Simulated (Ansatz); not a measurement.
# Ti2BN (P6/mmm) in Ansatz: reference runs

Reference runs on Ti2BN: the cell as given and a disturbed copy.

Everything below comes from runs of Ansatz 0.2.0. Logs are shortened: lines on timing, memory, paths and dates and some standing lists are left out, and cuts for length are marked.

### Step 1. Starting point

The structure is hexagonal, space group P6/mmm (No. 191). Conventional cell: a = 3.009 Å, b = 3.009 Å, c = 5.826 Å, α = 90.00°, β = 90.00°, γ = 120.00°. Ti (site symmetry 6mm) is surrounded by 1 B at 1.42 Å and 1 N at 1.49 Å. B (site symmetry 6/mmm) is surrounded by 2 Ti at 1.42 Å. Around N (site symmetry 6/mmm) lie 2 Ti at 1.49 Å.

The cell was built by a generator and needn't be a form met in nature.

### Step 2. Single point, PBE

Contents of input.yaml:

```yaml
crystal:
  lattice:
    - [3.00945116, 0.0, 0.0]
    - [-1.50472558, 2.60626116, 0.0]
    - [0.0, 0.0, 5.82634445]
  atoms:
    - { symbol: Ti, position: [0.0, 0.0, 0.25656257] }
    - { symbol: Ti, position: [0.0, 0.0, 0.74343743] }
    - { symbol: B, position: [0.0, 0.0, 0.5] }
    - { symbol: "N", position: [0.0, 0.0, 0.0] }
kpoints:
  mp_grid: { grid: [10, 10, 5] }
scf:
  occupations: { method: fermi_dirac, width: 0.05 }
hamiltonian:
  xc: pbe
  pseudopotentials: { kind: all_electron, lapw: { basis_error: 0.001 } }
output:
  forces: true
  stress: true
  eigenvalues: true
  populations: true
```

Potentials or basis: all-electron LAPW, scalar-relativistic.

Command:

```sh
$ ansatz run input.yaml --threads 2 --pin off --max-ram 6144MiB --backend cpu --events-out ev --progress --plain --runs-dir out
```

The log of the run:

```text
Warning: RAYON_NUM_THREADS=2 ignored (pool sized by the plan → 2); use --threads N
Ti: projections on atomic orbitals take those of the free atom 1s2 2s2 2p6 3s2 3p6 3d2 4s2, of charge +0.00 (hamiltonian.pseudopotentials.projection_atoms)
B: projections on atomic orbitals take those of the free atom 1s2 2s2 2p1, of charge +0.00 (hamiltonian.pseudopotentials.projection_atoms)
N: projections on atomic orbitals take those of the free atom 1s2 2s2 2p3, of charge +0.00 (hamiltonian.pseudopotentials.projection_atoms)
LAPW: plane waves up to 13.315 Å⁻¹, error target 1.0e-3 eV per atom; small_component_spin mean_spin; B in spheres of 0.612 Å, 5 of its electrons in bands, Dirac shells []; N in spheres of 0.688 Å, 7 of its electrons in bands, Dirac shells []; Ti in spheres of 0.807 Å, 20 of its electrons in bands, Dirac shells [] (how accurate: hamiltonian.pseudopotentials.lapw.basis_error, Limitations)
Engine: ansatz 0.2.0, aarch64-unknown-linux-gnu
Pseudopotentials: kind: all_electron
Pseudopotential: Ti, LAPW, valence charge 20, lapw/all_electron/scalar/gaussian/Ti, Koelling and Harmon's equation, gaussian nucleus
Pseudopotential: B, LAPW, valence charge 5, lapw/all_electron/scalar/gaussian/B, Koelling and Harmon's equation, gaussian nucleus
Pseudopotential: N, LAPW, valence charge 7, lapw/all_electron/scalar/gaussian/N, Koelling and Harmon's equation, gaussian nucleus
Functional definition: PBE
  parameter kappa = 0.804
  parameter beta = 0.06672455060314922
  exchange = pbe_x(kappa = kappa, mu = beta*pi^2/3)
  correlation = pbe_c(beta = beta)
Crystal: 4 atoms, lattice volume = 45.698 Å³
Basis set: ecut = 675.5035271649219 eV, 1813 PW (Γ), exchange–correlation at level 2
Bands: 32, of which v1, the nominal top of the filled ones, is band 26 counted from 1 (25 counted from 0)
Symmetry: 24 space group operations
Space group: P6/mmm (ITA 191), of the structure as read, at distance tolerance 3.6e-5 Å
k-points: 42 of 500
Non-local potential: Ti, projectors of the file, none
Non-local potential: B, projectors of the file, none
Non-local potential: N, projectors of the file, none
Initial density: superposition of atomic densities (chi_scale 0.1, normalization cell, long waves kept (reshape's long-wave potential 0.39 eV rms))
Initial wavefunctions: plane waves of lowest kinetic energy (no species holds an atomic orbital)
Functional: x = pbe(κ = 0.804, μ = 0.2195149727645171), c = pbe(β = 0.06672455060314922)
iter 1 solved again at ethr=4.64e-2 eV; its pass at ethr=1.00e-1 eV (dr2=2.41e1 eV) is discarded
SCF iter   1: F=—  HF=-48621.879703 eV  |F-HF|=—  |Δ(HF+E_count)|=         —  Δρ=2.02e-1  dr2=2.42e1  ethr=4.64e-2  ⟨swp⟩=2.1  Hψ=9286  notcnv=0
preconditioner: auto → Kerker (q_TF=auto, 2.788 Å⁻¹)  [metal: Δε(μ)=0.030 eV  Ē_g=8.633 eV  σ=0.050 eV  W_gap=0.15  n_scr=22 (ndim 8)  ℏωp=22.0 eV  f_vac=0.000  D(μ)=1.56/eV (n_scr^D=10)]
SCF iter   2: F=—  HF=-48615.692008 eV  |F-HF|=—  |Δ(HF+E_count)|=    6.19e0  Δρ=7.94e-2  dr2=4.98e0  ethr=4.64e-2  ⟨swp⟩=3.0  Hψ=3567  notcnv=0
SCF iter   3: F=—  HF=-48614.593677 eV  |F-HF|=—  |Δ(HF+E_count)|=    1.10e0  Δρ=3.93e-2  dr2=1.20e0  ethr=9.58e-3  ⟨swp⟩=3.0  Hψ=3995  notcnv=0
SCF iter   4: F=—  HF=-48614.311263 eV  |F-HF|=—  |Δ(HF+E_count)|=         —  Δρ=1.32e-2  dr2=1.29e-1  ethr=2.30e-3  ⟨swp⟩=3.0  Hψ=3956  notcnv=0
the basis was enlarged: its passes take 469.3 KiB over the memory plan, 2 of 2 planned eigensolver slots
SCF iter   5: F=—  HF=-48614.287660 eV  |F-HF|=—  |Δ(HF+E_count)|=   2.36e-2  Δρ=4.26e-3  dr2=2.74e-2  ethr=2.47e-4  ⟨swp⟩=3.0  Hψ=4007  notcnv=0
SCF iter   6: F=—  HF=-48614.284740 eV  |F-HF|=—  |Δ(HF+E_count)|=   2.92e-3  Δρ=2.42e-3  dr2=8.84e-3  ethr=5.26e-5  ⟨swp⟩=2.0  Hψ=3547  notcnv=0
iter 7 solved again at ethr=1.70e-6 eV; its pass at ethr=1.70e-5 eV (dr2=8.82e-4 eV) is discarded
SCF iter   7: F=—  HF=-48614.283468 eV  |F-HF|=—  |Δ(HF+E_count)|=   1.27e-3  Δρ=7.93e-4  dr2=8.79e-4  ethr=1.70e-6  ⟨swp⟩=2.0  Hψ=6542  notcnv=0
SCF iter   8: F=—  HF=-48614.283295 eV  |F-HF|=—  |Δ(HF+E_count)|=   1.73e-4  Δρ=3.34e-4  dr2=9.51e-5  ethr=1.69e-6  ⟨swp⟩=3.0  Hψ=3612  notcnv=0
SCF iter   9: F=—  HF=-48614.283279 eV  |F-HF|=—  |Δ(HF+E_count)|=   1.60e-5  Δρ=1.01e-4  dr2=4.41e-6  ethr=1.83e-7  ⟨swp⟩=3.0  Hψ=3838  notcnv=0
SCF iter  10: F=—  HF=-48614.283279 eV  |F-HF|=—  |Δ(HF+E_count)|=   3.69e-7  Δρ=2.27e-5  dr2=1.86e-7  ethr=8.48e-9  ⟨swp⟩=3.0  Hψ=3668  notcnv=0
SCF iter  11: F=-48614.283279 eV  HF=-48614.283279 eV  |F-HF|=1.78e-8  |Δ(HF+E_count)|=   6.73e-9  Δρ=5.80e-6  dr2=1.92e-8  ethr=3.57e-10  ⟨swp⟩=3.0  Hψ=3811  notcnv=0
SCF 1 converged in 11 iterations: F = -48614.283279 eV  dr2 = 1.92e-8
SCF converged after 11 iterations
Free energy (F): -48614.283279 eV
Harris-Foulkes:  -48614.283279 eV  (|F-HF|=1.78e-8)
Internal energy: -48614.264090 eV  (E = F + TS)
E sigma→0 (E₀):  -48614.273684 eV
Entropy (-TS):   -0.019189 eV (-4.797 meV/atom)
Fermi energy:    13.177128 eV
--- Per-component energies (eV) ---
  E_band       = -8485.726182
  E_kinetic    = 49152.339916
  E_xc         = -2611.897122
  E_electrostatic = -95154.706884  (all electrons and nuclei)
  E_smearing   = -0.019189  (= −TS)
  E_closure    = 0.000000  (closes the sum)
  E_atoms      = -48604.471678  (free atoms, spherical and without spin; not in F)
  Σ components = -48614.283279   (vs F -48614.283279, Δ=0.00e0)
  Basis errors (estimates in eV, not in F): energy 5.5e-4 per atom: plane waves 5.1e-4 (3.3e-4 summed), levels above the bands 1.7e-20, relativity 2.1e-7, radial functions 4.2e-5, core shells 2.1e-10; eigenvalues (radial functions only) 2.4e-6; not estimated: angular momenta, meshes, grids; target (lapw.basis_error) 1.0e-3; muffin-tin radii B 0.612 Å, N 0.688 Å, Ti 0.807 Å
--- Forces (eV/Å), atoms counted from 1 ---
  atom   1  Ti     0.00000000    -0.00000000    -5.43348173
  atom   2  Ti     0.00000000    -0.00000000     5.43348173
  atom   3  B      0.00000000    -0.00000000     0.00000000
  atom   4  N      0.00000000     0.00000000     0.00000000
  max |Σ_I F_I| component: 5.78e-19 eV/Å
--- Stress (GPa, compression-positive) ---
       14.107690       0.000000       0.000000
        0.000000      14.107690       0.000000
        0.000000       0.000000     314.661642
  P = ⅓ Tr σ = 114.2923 GPa (1142.923 kbar)
--- Band table (eV; the first three rows and the last of 42) ---
  k-point 0: bands = ["-516.3768", "-516.3768", "-423.7586", "-423.7586", "-423.7586", "-423.7586", "-423.5769", "-423.5769", "-363.9971", "-160.4268", "-43.4544", "-43.4263", "-21.7620", "-21.6116", "-19.2731", "-19.2731", "-19.1752", "-19.1752", "-1.4120", "7.0054", "7.1088", "8.4413", "8.4413", "10.0334", "11.0891", "14.1195", "14.1195", "14.1974", "14.1974", "14.6164", "14.6164", "15.1325"]
  k-point 1: bands = ["-516.3768", "-516.3768", "-423.7586", "-423.7586", "-423.7586", "-423.7586", "-423.5769", "-423.5769", "-363.9971", "-160.4268", "-43.4605", "-43.4201", "-21.8260", "-21.5459", "-19.2641", "-19.2641", "-19.1843", "-19.1843", "-1.3840", "6.0719", "7.9442", "8.6066", "8.6066", "9.6675", "12.0580", "12.8751", "12.8751", "14.1616", "14.1616", "14.5681", "14.5681", "16.6985"]
  k-point 2: bands = ["-516.3768", "-516.3768", "-423.7586", "-423.7586", "-423.7586", "-423.7586", "-423.5769", "-423.5769", "-363.9971", "-160.4268", "-43.4677", "-43.4129", "-21.8900", "-21.4792", "-19.2416", "-19.2416", "-19.2072", "-19.2072", "-1.3369", "5.4442", "8.4133", "8.9589", "8.9589", "9.3814", "11.7335", "11.7335", "13.8630", "14.2683", "14.2683", "14.4514", "14.4514", "17.1010"]
  k-point 41: bands = ["-516.3768", "-516.3768", "-423.7586", "-423.7586", "-423.7586", "-423.7586", "-423.5769", "-423.5769", "-363.9971", "-160.4268", "-43.4064", "-43.3509", "-21.8163", "-21.4114", "-19.5533", "-19.5108", "-19.4772", "-19.4368", "-0.4743", "6.6620", "6.7669", "7.2046", "8.6131", "9.2781", "13.4344", "13.5640", "13.5939", "13.7700", "14.4754", "15.8707", "17.2744", "17.6203"]
--- Löwdin populations: 4 sites ---
  site symbol       q [e]
     0     Ti     21.7083
     1     Ti     21.7083
     2      B      5.3262
     3      N      7.1553
  spilling = 0.001818 (of n_electrons = 56.000000)
```

It took 33 s on 2 threads of Arm Neoverse V2, shared host; peak memory 0.72 GiB.

What came out:

```
Free energy            : -48614.2833 eV
Pressure               : 114.3 GPa
Largest force          : 5.433 eV/Å
Band gap on the k mesh : none (metal or under the smearing width)
Loewdin charges        : Ti +0.29; B -0.33; N -0.16 e
```

Forces on the atoms (eV/Å):
```
Ti   0.000  0.000 -5.433
Ti   0.000  0.000  5.433
B    0.000  0.000  0.000
N    0.000  0.000  0.000
```

Levels at points of the mesh, in eV from the Fermi level:
```csv
k point,band 22,band 23,band 24,band 25,band 26,band 27,band 28,band 29,band 30,band 31
"(0.00, 0.00, 0.00)",-4.74,-4.74,-3.14,-2.09,0.94,0.94,1.02,1.02,1.44,1.44
"(0.00, -0.50, 0.00)",-5.31,-4.10,-2.45,-1.23,-0.66,0.09,0.47,1.66,3.47,3.64
```

Caveat: a pressure of tens of GPa on the cell as given is suspect, and the run, the potentials or the cell itself is likely at fault; forces of over 1 eV/Å show positions far from the minimum, so gaps and moduli don't describe the material at rest.

### Step 3. Single point, PBE (atoms moved at random, drawn with an rms of 0.05 Å)

Changes to input.yaml since step 2:

```diff
@@ -6,6 +6,6 @@
   atoms:
-    - { symbol: Ti, position: [0.0, 0.0, 0.25656257] }
-    - { symbol: Ti, position: [0.0, 0.0, 0.74343743] }
-    - { symbol: B, position: [0.0, 0.0, 0.5] }
-    - { symbol: "N", position: [0.0, 0.0, 0.0] }
+    - { symbol: Ti, position: [-0.000723, 0.001832, 0.261069] }
+    - { symbol: Ti, position: [-0.010042, 0.003543, 0.740218] }
+    - { symbol: B, position: [0.004655, 0.005461, 0.506096] }
+    - { symbol: "N", position: [-0.011249, 0.003728, -0.003455] }
 kpoints:
```

Potentials or basis: all-electron LAPW, scalar-relativistic.

Command:

```sh
$ ansatz run input.yaml --threads 2 --pin off --max-ram 6144MiB --backend cpu --events-out ev --progress --plain --runs-dir out
```

The log of the run:

```text
Warning: RAYON_NUM_THREADS=2 ignored (pool sized by the plan → 2); use --threads N
Ti: projections on atomic orbitals take those of the free atom 1s2 2s2 2p6 3s2 3p6 3d2 4s2, of charge +0.00 (hamiltonian.pseudopotentials.projection_atoms)
B: projections on atomic orbitals take those of the free atom 1s2 2s2 2p1, of charge +0.00 (hamiltonian.pseudopotentials.projection_atoms)
N: projections on atomic orbitals take those of the free atom 1s2 2s2 2p3, of charge +0.00 (hamiltonian.pseudopotentials.projection_atoms)
LAPW: plane waves up to 13.839 Å⁻¹, error target 1.0e-3 eV per atom; small_component_spin mean_spin; B in spheres of 0.592 Å, 5 of its electrons in bands, Dirac shells []; N in spheres of 0.720 Å, 7 of its electrons in bands, Dirac shells []; Ti in spheres of 0.773 Å, 20 of its electrons in bands, Dirac shells [] (how accurate: hamiltonian.pseudopotentials.lapw.basis_error, Limitations)
[... 10 set-up lines as earlier in the session ...]
Crystal: 4 atoms, lattice volume = 45.698 Å³
Basis set: ecut = 729.7075138593925 eV, 2065 PW (Γ), exchange–correlation at level 2
Bands: 32, of which v1, the nominal top of the filled ones, is band 26 counted from 1 (25 counted from 0)
Symmetry: 1 space group operations
Space group: P1 (ITA 1), of the structure as read, at distance tolerance 3.6e-5 Å
k-points: 252 of 500 (time reversal used)
[... 3 set-up lines as earlier in the session ...]
Initial density: superposition of atomic densities (chi_scale 0.1, normalization cell, long waves kept (reshape's long-wave potential 0.40 eV rms))
[... 1 set-up line as earlier in the session ...]
[... 16 lines left out ...]
SCF iter  12: F=-48613.916485 eV  HF=-48613.916485 eV  |F-HF|=2.12e-9  |Δ(HF+E_count)|=   5.98e-8  Δρ=9.98e-6  dr2=3.78e-8  ethr=1.40e-9  ⟨swp⟩=3.0  Hψ=22431  notcnv=0
SCF 1 converged in 12 iterations: F = -48613.916485 eV  dr2 = 3.78e-8
SCF converged after 12 iterations
Free energy (F): -48613.916485 eV
Harris-Foulkes:  -48613.916485 eV  (|F-HF|=2.12e-9)
Internal energy: -48613.896033 eV  (E = F + TS)
E sigma→0 (E₀):  -48613.906259 eV
Entropy (-TS):   -0.020452 eV (-5.113 meV/atom)
Fermi energy:    13.141714 eV
--- Per-component energies (eV) ---
  E_band       = -8487.142831
  E_kinetic    = 49151.662954
  E_xc         = -2611.913398
  E_electrostatic = -95153.645589  (all electrons and nuclei)
  E_smearing   = -0.020452  (= −TS)
  E_closure    = 0.000000  (closes the sum)
  E_atoms      = -48604.471678  (free atoms, spherical and without spin; not in F)
  Σ components = -48613.916485   (vs F -48613.916485, Δ=0.00e0)
  Basis errors (estimates in eV, not in F): energy 4.9e-4 per atom: plane waves 4.4e-4 (2.8e-4 summed), levels above the bands 1.5e-20, relativity 1.4e-7, radial functions 4.7e-5, core shells 1.4e-10; eigenvalues (radial functions only) 3.0e-6; not estimated: angular momenta, meshes, grids; target (lapw.basis_error) 1.0e-3; muffin-tin radii B 0.592 Å, N 0.720 Å, Ti 0.773 Å
--- Forces (eV/Å), atoms counted from 1 ---
  atom   1  Ti     0.41480725    -0.18971701    -8.20451533
  atom   2  Ti    -0.93006562    -0.00673731     9.67986831
  atom   3  B      0.85952643     0.19574166    -3.17693217
  atom   4  N     -0.34425639     0.00071296     1.70157446
  max |Σ_I F_I| component: 1.17e-5 eV/Å
--- Stress (GPa, compression-positive) ---
       14.263472       0.005141      -2.220340
        0.005141      14.159417       0.202395
       -2.220340       0.202395     313.441707
  P = ⅓ Tr σ = 113.9549 GPa (1139.549 kbar)
--- Band table (eV; the first three rows and the last of 252) ---
  k-point 0: bands = ["-516.4959", "-516.3659", "-423.8743", "-423.8737", "-423.7543", "-423.7539", "-423.6843", "-423.5749", "-363.9185", "-160.5284", "-43.5678", "-43.4377", "-21.9425", "-21.4255", "-19.3345", "-19.3339", "-19.2318", "-19.2310", "-1.4435", "6.9190", "7.1998", "8.5795", "8.5831", "10.1800", "11.0323", "13.9768", "13.9819", "14.0851", "14.0862", "14.5838", "14.5842", "15.1159"]
  k-point 1: bands = ["-516.4959", "-516.3659", "-423.8743", "-423.8737", "-423.7543", "-423.7539", "-423.6843", "-423.5749", "-363.9185", "-160.5284", "-43.5694", "-43.4360", "-21.9686", "-21.3976", "-19.3263", "-19.3257", "-19.2402", "-19.2394", "-1.4204", "6.1181", "7.9082", "8.7610", "8.7657", "9.7534", "12.0374", "12.7306", "12.7447", "14.1081", "14.1085", "14.5285", "14.5298", "16.5924"]
  k-point 2: bands = ["-516.4959", "-516.3659", "-423.8743", "-423.8737", "-423.7543", "-423.7539", "-423.6843", "-423.5749", "-363.9185", "-160.5284", "-43.5719", "-43.4334", "-22.0062", "-21.3571", "-19.3077", "-19.3071", "-19.2591", "-19.2583", "-1.3819", "5.5280", "8.3473", "9.1581", "9.1757", "9.4679", "11.5428", "11.5468", "13.7850", "14.2040", "14.2044", "14.4224", "14.4229", "17.2539"]
  k-point 251: bands = ["-516.4959", "-516.3659", "-423.8743", "-423.8737", "-423.7543", "-423.7539", "-423.6843", "-423.5749", "-363.9185", "-160.5283", "-43.5168", "-43.3775", "-21.9427", "-21.2937", "-19.7066", "-19.6448", "-19.4010", "-19.3496", "-0.5928", "6.2751", "6.7779", "7.8630", "8.6100", "10.8385", "11.1109", "11.7070", "14.3193", "15.0441", "15.9842", "16.2688", "16.6352", "16.7186"]
--- Löwdin populations: 4 sites ---
  site symbol       q [e]
     0     Ti     21.6713
     1     Ti     21.7255
     2      B      5.3165
     3      N      7.1822
  spilling = 0.001866 (of n_electrons = 56.000000)
```

It took 7.5 min on 2 threads of Arm Neoverse V2, shared host; peak memory 2.3 GiB.

Results:

```
Free energy            : -48613.9165 eV
Pressure               : 114.0 GPa
Largest force          : 9.724 eV/Å
Band gap on the k mesh : none (metal or under the smearing width)
Loewdin charges        : Ti +0.33, +0.27; B -0.32; N -0.18 e
```

Forces on the atoms (eV/Å):
```
Ti   0.415 -0.190 -8.205
Ti  -0.930 -0.007  9.680
B    0.860  0.196 -3.177
N   -0.344  0.001  1.702
```

Caveat: the cell as given lies far from equilibrium.
